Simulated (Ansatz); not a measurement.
## CH₄AlFOS, SMILES FC(S)[O][AlH2]: a geometry optimisation, step by step

Computed with Ansatz 0.2.0, Python API.

Input file `ch4alfos.xyz`:
```text
9

F     1.27470   -0.65570    0.93160
C     0.79470    0.31130   -0.02040
S     2.11530    0.61110   -1.21140
O    -0.24210   -0.16710   -0.72530
Al   -1.80970   -0.23940    0.36110
H     0.57550    1.30110    0.47630
H     2.22990   -0.73980   -1.58560
H    -2.07950   -1.52250    1.23610
H    -2.77040    1.05470    0.52070
```

The cells in order, each with its output:

**Cell 1**
```python
import itertools

import ansatz as az
from ase.data import atomic_numbers, covalent_radii
import numpy as np
```

**Cell 2**
```python
ch4alfos = az.Crystal.molecule_from_extxyz("ch4alfos.xyz")
```

**Cell 3**
```python
job = ch4alfos.calculation().basis(gaussian="6-31G*").functional("B3LYP")
symbols = [site.symbol for site in ch4alfos.cartesian_sites]
start = np.array([site.position_ang for site in ch4alfos.cartesian_sites], dtype=float)
summary = job.relax(force_tolerance=0.005).run(threads=1).report
end = np.array(summary["positions_ang"])
```

**Cell 4**
```python
for key in ("converged", "free_energy_ev", "reference_energy_ev", "n_frozen", "n_occupied", "n_virtual"):
    print(f"{key:22s} {summary[key]}")
```
Output:
```text
converged              True
free_energy_ev         -23300.44798956423
reference_energy_ev    -23300.44798956423
n_frozen               0
n_occupied             [28, 28]
n_virtual              [63, 63]
```

**Cell 5**
```python
radius = [covalent_radii[atomic_numbers[s]] for s in symbols]
span = lambda where, i, j: np.linalg.norm(where[i] - where[j])
bonded = [(i, j) for i, j in itertools.combinations(range(len(symbols)), 2) if min(span(start, i, j), span(end, i, j)) < 1.2 * (radius[i] + radius[j])]
print("pair        before    after (A)")
for i, j in bonded:
    print(f"{symbols[i]}{i}-{symbols[j]}{j}".ljust(10), f"{span(start, i, j):8.4f} {span(end, i, j):8.4f}")
```
Output:
```text
pair        before    after (A)
F0-C1        1.4394   2.7817
F0-Al4       3.1642   1.6934
C1-S2        1.8034   1.7405
C1-O3        1.3419   1.2341
C1-H5        1.1289   1.0961
S2-H6        1.4064   1.3515
O3-Al4       1.9086   2.0187
Al4-H7       1.5763   1.5911
Al4-H8       1.6196   1.5911
```

**Cell 6**
```python
charges = summary["charge_distribution"]
print("dipole moment", round(4.803205 * float(np.linalg.norm(charges["dipole_moment_e_ang"])), 3), "D")
print("Mulliken:", [(s, round(q, 3)) for s, q in zip(symbols, charges["mulliken_charges_e"])])
```
Output:
```text
dipole moment 5.494 D
Mulliken: [('F', -0.476), ('C', 0.085), ('S', 0.094), ('O', -0.4), ('Al', 0.608), ('H', 0.243), ('H', 0.147), ('H', -0.151), ('H', -0.151)]
```

Reading the output:
- Total energies depend on the basis set; only differences at equal settings carry meaning.
- The end point is the stationary point reached from this start; no frequency run checks that it is a minimum, and the basis set is modest.
- b3lyp holds the VWN-RPA fit, as in Gaussian; the form of ORCA and Turbomole is b3lyp5.
- The bonding changed during the relaxation, so the end is another isomer than the start names.
- Wall time of the script: 3.6 min on 1 thread of Arm Neoverse V1, on a shared host, peak memory 0.26 GiB.

(Lines on the test bed's own set-up are left out of the output.)
